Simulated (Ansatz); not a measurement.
# GaAsH+ (quintet): wave-function methods side by side, cc-pVTZ

One table from this session's results is given with a row withheld; the runs are named, their logs left out.

Program: Ansatz 0.2.0, Gaussian basis. Level of theory: cc-pVTZ, core rule «outside noble gas», up to 28 orbitals frozen. These are calculated values, not measurements.

To be run: UHF; CCSD(T) on ROHF; CCSD(T) on UHF; BCCD(T) on ROHF; CCSDT(Q) on ROHF; CCSDT(Q) on UHF.

15 further runs of the same task are left out: 10 for a known fault of the program, 5 set aside as unsound or not needed. Runs told in other sessions of the task aren't counted.

## The system

The geometry is a PBE0/def2-TZVP stationary point (not a proven minimum) of the parent state, kept for this charge and spin. No spin-orbit coupling is included. The filled d shell of Ga, As may be among the frozen orbitals whatever the setting's name suggests.

3 atoms, charge 1, spin multiplicity 5.

Atoms are counted from 1 here; the program's logs count them from 0.

Bond lengths: Ga1–As2 2.510 Å, Ga1–H3 1.618 Å. Angles: As2–Ga1–H3 115.1°.

Coordinates:

```
Ga    0.0000   -0.5055    0.5943
As    0.0000   -0.4355   -1.9147
H     0.0000    0.9410    1.3204
```

Set-up of the first run:

The input, in.yaml:

```yaml
crystal:
  periodic: [false, false, false]
  atoms:
    - {symbol: Ga, position_ang: [0.000000, -0.505457, 0.594301]}
    - {symbol: As, position_ang: [0.000000, -0.435519, -1.914688]}
    - {symbol: H, position_ang: [0.000000, 0.940976, 1.320387]}
basis:
  gaussian: {orbitals: cc-pVTZ}
total_charge: 1
magnetization: {spin_polarized: true, initial_magnetization: 4}
hamiltonian: {xc: hf}
output: {orbitals: {seedname: orbitals}}
```

The run is started by

```
> ansatz run in.yaml --threads 1 --pin off --events-out ev --progress --plain --max-ram 2560MiB --backend cpu
```

Among the steps run: UHF; CCSD(T) on ROHF; CCSD(T) on UHF; BCCD(T) on ROHF; CCSDT(Q) on ROHF; CCSDT(Q) on UHF.

One table of the session follows, with a row left open; its other results are not shown here.

It belongs to the step «Misses and costs». 

```
   method  from RCCSDT(Q) (meV)
     ROHF               +4099.6
      UHF                     ?
     RMP2                +915.3
     UMP2                +851.3
    RCCSD                +179.0
    UCCSD                +140.0
 RCCSD(T)                 +36.1
 UCCSD(T)                  +4.0
  BCCD(T)                 +34.2
   RCCSDT                  +5.2
   UCCSDT                 -26.0
RCCSDT(Q)                     0
UCCSDT(Q)                 -31.1
```

**Question.** Estimate the row for UHF.

As computed: from RCCSDT(Q) (meV): +3914.9. In the column «from RCCSDT(Q) (meV)» it lies between RMP2 (+915.3) and ROHF (+4099.6).

To keep in mind: Restricted and unrestricted rows rest on different reference determinants; a gap between their highest levels can come from leftover correlation error, from unlike frozen cores or from another state.
